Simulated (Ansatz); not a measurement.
# AlAsH₃ (doublet): the correlation ladder at a displaced geometry (v1), cc-pVDZ

How much of the correlation energy of AlAsH₃ (doublet) does each wave-function method recover here?

Computed with Ansatz 0.2.0, Gaussian basis. Level: cc-pVDZ, core rule «outside noble gas», up to 19 orbitals frozen.

Plan: UHF; CCSD(T) on ROHF; CCSD(T) on UHF; BCCD(T) on ROHF; CISD; CCSDT(Q) on ROHF; CCSDT(Q) on UHF.

24 further runs of the same task are left out: 3 for a known fault of the program, 9 that didn't finish, 12 set aside as unsound or not needed.

**1. What is computed**

The geometry is a PBE0/def2-TZVP stationary point (not a proven minimum) with its atoms shifted at random (size 0.040 Å). No spin-orbit coupling is included. The filled d shell of As may be among the frozen orbitals whatever the setting's name suggests; the logs give the count.

5 atoms, charge 0, spin multiplicity 2.

Atoms are counted from 1 here; the program's logs count them from 0.

Bond lengths: Al1–As2 2.452 Å, Al1–H3 1.599 Å, Al1–H4 1.594 Å, As2–H5 1.548 Å. Angles: As2–Al1–H3 119.8°, As2–Al1–H4 116.4°, H3–Al1–H4 123.8°, Al1–As2–H5 93.0°.

**2. UHF**

The input, in.yaml:

```yaml
crystal:
  periodic: [false, false, false]
  atoms:
    - {symbol: Al, position_ang: [0.001618, 0.031797, 1.760208]}
    - {symbol: As, position_ang: [0.000785, -0.032566, -0.690561]}
    - {symbol: H, position_ang: [0.048749, 1.438295, 2.518799]}
    - {symbol: H, position_ang: [-0.054028, -1.376116, 2.505367]}
    - {symbol: H, position_ang: [-0.096412, 1.507338, -0.812769]}
basis:
  gaussian: {orbitals: cc-pVDZ}
magnetization: {spin_polarized: true, initial_magnetization: 1}
hamiltonian: {xc: hf}
output: {orbitals: {seedname: orbitals}}
```

Command:

```
> ansatz run in.yaml --threads 1 --pin off --events-out ev --progress --plain --max-ram 2393MiB
```

Further steps of the session: CCSD(T) on ROHF; CCSD(T) on UHF; BCCD(T) on ROHF; CISD; CCSDT(Q) on ROHF; CCSDT(Q) on UHF.

**Question.** What will the summary of the whole plan be? Wanted: UCCSDT(Q) below the RHF energy; RMP2 from UCCSDT(Q); UMP2 from UCCSDT(Q); RCCSD from UCCSDT(Q); RCCSD(T) from UCCSDT(Q); UCCSD(T) from UCCSDT(Q); RCCSDT(Q) from UCCSDT(Q); T1 diagnostic.

The runs gave:

```
                         quantity                                                   value
   UCCSDT(Q) below the RHF energy                                              -5.5000 eV
              RMP2 from UCCSDT(Q)                                             +1172.2 meV
              UMP2 from UCCSDT(Q)                                             +1182.7 meV
             RCCSD from UCCSDT(Q)                                              +162.9 meV
          RCCSD(T) from UCCSDT(Q)                                               +35.8 meV
          UCCSD(T) from UCCSDT(Q)                                               +33.7 meV
         RCCSDT(Q) from UCCSDT(Q)                                                +2.4 meV
levels within 1 kcal/mol (43 meV)  RCCSD(T), UCCSD(T), BCCD(T), RCCSDT, UCCSDT, RCCSDT(Q)
                    T1 diagnostic                                                   0.016
```

RCCSD(T) lands +35.8 meV from the yardstick (0.7 % of the correlation energy). These misses are within one basis, not against nature; the frozen cores of restricted and unrestricted runs differ, which can shift their rows.
